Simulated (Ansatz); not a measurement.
**CH7AsN2: one species, many methods**

How much do the methods differ for CH7AsN2? The plan is to run it at one geometry with functionals of several rungs and with coupled cluster, and see how far each lands from CCSD(T) at the basis-set limit for the atomisation energy.

Method: functionals in def2-TZVPP, the program's frozen cores in correlated methods; program: Ansatz 0.2.0, Gaussian basis.

Levels to be run: LDA (SPW92), PBE-D4, revPBE-D4, BLYP-D4, r2SCAN-D4, B97M-V, PBE0-D4, B3LYP-D4, r2SCANh-D4, r2SCAN0-D4, HSE06-D4, BHLYP-D4, CAM-B3LYP-D4, LC-ωPBE, ωB97X-V, ωB97M-V, B2PLYP, PBE-QIDH; CCSD(T)/def2-SVP; CCSD(T)/def2-TZVPP; MP2/def2-QZVPP; extrapolation to the limit; RPA on PBE.

## 1. The relaxed structure

An earlier PBE0-D4 in a triple-zeta def2 set relaxation fixed the geometry.

SMILES `CN[AsH]N`, 11 atoms, charge 0, spin multiplicity 1.

Atoms are counted from 1 here; the program's logs count them from 0.

Bond lengths: C1–N2 1.447 Å, C1–H5 1.094 Å, C1–H6 1.100 Å, C1–H7 1.094 Å, N2–As3 1.840 Å, N2–H8 1.011 Å, As3–N4 1.857 Å, As3–H9 1.547 Å, N4–H10 1.011 Å, N4–H11 1.011 Å. Angles: N2–C1–H5 110.0°, N2–C1–H6 114.8°, N2–C1–H7 109.4°, H5–C1–H6 107.8°, H5–C1–H7 107.2°, H6–C1–H7 107.4°, C1–N2–As3 117.5°, C1–N2–H8 113.3°, As3–N2–H8 112.4°, N2–As3–N4 95.6°, N2–As3–H9 101.3°, N4–As3–H9 92.1°, As3–N4–H10 112.3°, As3–N4–H11 111.6°, H10–N4–H11 108.7°.

As a file:

| atom | x (Å) | y (Å) | z (Å) |
| --- | --- | --- | --- |
| C1 | -0.30693 | 1.74860 | 0.66414 |
| N2 | -0.30774 | 0.30691 | 0.54237 |
| As3 | 0.92799 | -0.45105 | -0.59048 |
| N4 | 0.39434 | -2.20454 | -0.29480 |
| H5 | -0.86929 | 2.04998 | 1.55256 |
| H6 | -0.72922 | 2.28448 | -0.19884 |
| H7 | 0.72010 | 2.10084 | 0.79720 |
| H8 | -1.23286 | -0.08360 | 0.42154 |
| H9 | 0.17843 | -0.38960 | -1.94232 |
| H10 | 0.20074 | -2.69690 | -1.15578 |
| H11 | 1.08993 | -2.72212 | 0.22510 |

## 2. LDA

This LDA is Slater exchange with PW92 correlation.

in.yaml

```yaml
crystal:
  periodic: [false, false, false]
  atoms:
    - {symbol: C, position_ang: [-0.306928, 1.748601, 0.664142]}
    - {symbol: N, position_ang: [-0.307737, 0.306913, 0.542368]}
    - {symbol: As, position_ang: [0.927994, -0.451055, -0.590480]}
    - {symbol: N, position_ang: [0.394336, -2.204544, -0.294797]}
    - {symbol: H, position_ang: [-0.869287, 2.049978, 1.552559]}
    - {symbol: H, position_ang: [-0.729216, 2.284481, -0.198840]}
    - {symbol: H, position_ang: [0.720105, 2.100839, 0.797201]}
    - {symbol: H, position_ang: [-1.232864, -0.083597, 0.421544]}
    - {symbol: H, position_ang: [0.178434, -0.389603, -1.942315]}
    - {symbol: H, position_ang: [0.200736, -2.696900, -1.155784]}
    - {symbol: H, position_ang: [1.089927, -2.722115, 0.225103]}
basis:
  gaussian: {orbitals: def2-TZVPP}
hamiltonian: {xc: lda}
output: {orbitals: {seedname: orbitals}}
```

On the command line:

```
$ ansatz run in.yaml --threads 4 --pin off --events-out ev --progress --plain --max-ram 10444MiB
```

After this run come: PBE-D4 (GGA); revPBE-D4 (GGA); BLYP-D4 (GGA); r2SCAN-D4 (meta-GGA); B97M-V (meta-GGA); PBE0-D4 (hybrid); B3LYP-D4 (hybrid); r2SCANh-D4 (hybrid); r2SCAN0-D4 (hybrid); HSE06-D4 (hybrid); BHLYP-D4 (hybrid); CAM-B3LYP-D4 (range-separated); LC-ωPBE (range-separated); ωB97X-V (range-separated); ωB97M-V (range-separated); B2PLYP (double hybrid); PBE-QIDH (double hybrid); CCSD(T) in def2-SVP; CCSD(T) in def2-TZVPP; MP2 in def2-QZVPP; RPA on PBE orbitals.

Q: Predict the results of all the runs planned. Wanted: atomisation energy, CCSD(T)/CBS; farthest beyond LDA; mean size of error, GGA; mean size of error, meta-GGA; mean size of error, hybrid; mean size of error, range-separated; mean size of error, double hybrid; gap, smallest and largest; T1 diagnostic.

**Answer**, as computed:

| quantity | value |
| --- | --- |
| atomisation energy, CCSD(T)/CBS | 3593.1 kJ/mol |
| functionals within 35.9 kJ/mol (1.0 %) | revPBE-D4, r2SCAN-D4, B97M-V, PBE0-D4, B3LYP-D4, HSE06-D4, LC-ωPBE, ωB97M-V, B2PLYP |
| farthest beyond LDA | BHLYP-D4 (-102.0 kJ/mol) |
| mean size of error, GGA | 47.5 kJ/mol |
| mean size of error, meta-GGA | 14.1 kJ/mol |
| mean size of error, hybrid | 44.8 kJ/mol |
| mean size of error, range-separated | 30.9 kJ/mol |
| mean size of error, double hybrid | 45.0 kJ/mol |
| gap, smallest and largest | 4.37 eV (LDA (SPW92)), 11.46 eV (LC-ωPBE) |
| T1 diagnostic | 0.0113 |
| triples share of the correlation energy | 3.8 % |

What this shows: The LDA atomisation energy is off by 582.9 kJ/mol (16 %): it overbinds. PBE-D4 is off by +90.9 kJ/mol. Double hybrids carry the basis error of their MP2 part in triple zeta, and no dispersion term here, so their miss is partly the set-up's. The rungs meta-GGA, range-separated miss on average by less than the doubt on the reference (35.9 kJ/mol), so they tie. Misses under about 35.9 kJ/mol are within the doubt on the reference itself, which lacks core-valence correlation, relativity and higher excitations, and its outer-core shells are covered unevenly. Hartree-Fock recovers 66 % of the binding; the rest is correlation. CCSD(T) in def2-SVP is off by -295.2 kJ/mol, so the small basis spoils what the method gains. The gap grows from 4.4 to 11.5 eV across the functionals, mostly with the share of exact exchange. Correlated methods include outer-core shells of As, which these sets cover unevenly.
